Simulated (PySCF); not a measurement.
# GeH3IO: the cost of one run

Computed with PySCF 2.14.0; each step states its level. No surroundings beyond the atoms listed, unless a continuum is named. Atoms count from 0, parts from 1.

## (1) Starting point

Each species was relaxed by itself at PBE0-D3(BJ)/def2-SVPD.

## (2) Reaction energy: wB97M-D3(BJ)/def2-TZVPD

Job settings and geometry (Å):

```
{"job": {"kind": "react", "xc": "wB97M-D3(BJ)", "basis": "def2-TZVPD"}, "charge": 0, "multiplicity": 1}
-1 ClGeH3O charge 0 multiplicity 1
O     -1.199570    -0.538550     0.380790
Ge     0.294060     0.123000    -0.309790
Cl     1.216640     1.449330     1.147780
H     -1.085840    -1.053220     1.185200
H     -0.154560     0.954950    -1.507140
H      1.323840    -0.979190    -0.584800

-1 HI charge 0 multiplicity 1
I      0.809570    -0.016560    -0.004460
H     -0.807420     0.016160     0.004250

+1 GeH3IO charge 0 multiplicity 1
O     -1.286580    -0.545580     0.388440
Ge     0.178070     0.065570    -0.413970
I      1.398940     1.618310     1.157700
H     -1.131280    -0.936340     1.253980
H     -0.329450     0.857640    -1.617600
H      1.145460    -1.080210    -0.743150

+1 ClH charge 0 multiplicity 1
Cl     0.644500    -0.015680    -0.003820
H     -0.643280     0.016770     0.004800
```

With the program's defaults for keys left out, this is: wB97M-D3(BJ)/def2-TZVPD reaction energy of separated species, gas phase.

On the command line:

```bash
$ OMP_NUM_THREADS=1 python cluster_run.py task.json out
```

The driver reads the jobs from task.json and runs them one after another.

Q: Estimate the wall time and peak memory of this first job on 1 thread of Arm Neoverse V2, shared host.

About 18 s, with a peak of 0.64 GiB.
